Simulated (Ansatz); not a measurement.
# W (Tungsten): the cost of one run

Program: Ansatz 0.2.0. Level of theory: DFT LDA, frozen-core PAW, scalar-relativistic unless said. These are calculated values, not measurements.

## (1) The system as given

The structure is cubic, space group Im-3m (No. 229). Conventional cell: a = 3.165 Å, b = 3.165 Å, c = 3.165 Å, α = 90.00°, β = 90.00°, γ = 90.00°. W (site symmetry m-3m) is surrounded by 8 W at 2.74 Å.

Coordinates:

```cif
data_structure
_symmetry_space_group_name_H-M 'P 1'
_symmetry_Int_Tables_number 1
_cell_length_a 2.7407
_cell_length_b 2.7407
_cell_length_c 2.7407
_cell_angle_alpha 109.471
_cell_angle_beta 109.471
_cell_angle_gamma 109.471
_cell_volume 15.85
loop_
_atom_site_label
_atom_site_type_symbol
_atom_site_fract_x
_atom_site_fract_y
_atom_site_fract_z
_atom_site_occupancy
W1 W 0.00000 0.00000 0.00000 1
```

Cartesian axes are those of the input's lattice vectors. The structure goes back to a database entry.

## (2) Cell and atoms relaxed, PAW

input.yaml reads:

```yaml
crystal:
  lattice:
    - [-1.582345, 1.582345, 1.582345]
    - [1.582345, -1.582345, 1.582345]
    - [1.582345, 1.582345, -1.582345]
  atoms:
    - { symbol: W, position: [0.0, 0.0, 0.0] }
kpoints:
  mp_grid: { grid: [24, 24, 24] }
scf:
  occupations: { method: fermi_dirac, width: 0.1 }
hamiltonian:
  xc: lda
  pseudopotentials: { kind: paw }
relax:
  f_tol: 0.002
  max_steps: 80
  cell: {}
output:
  forces: true
  stress: true
```

Launch:

```
> ansatz run input.yaml --threads 1 --pin off --max-ram 3072MiB --backend cpu --events-out ev --progress --plain --runs-dir out
```

**Question.** How long does this run take on 1 thread of Intel Xeon Platinum 8488C (Sapphire Rapids), shared host, and how much memory does it need?

About 14 s, with a peak of 0.41 GiB.
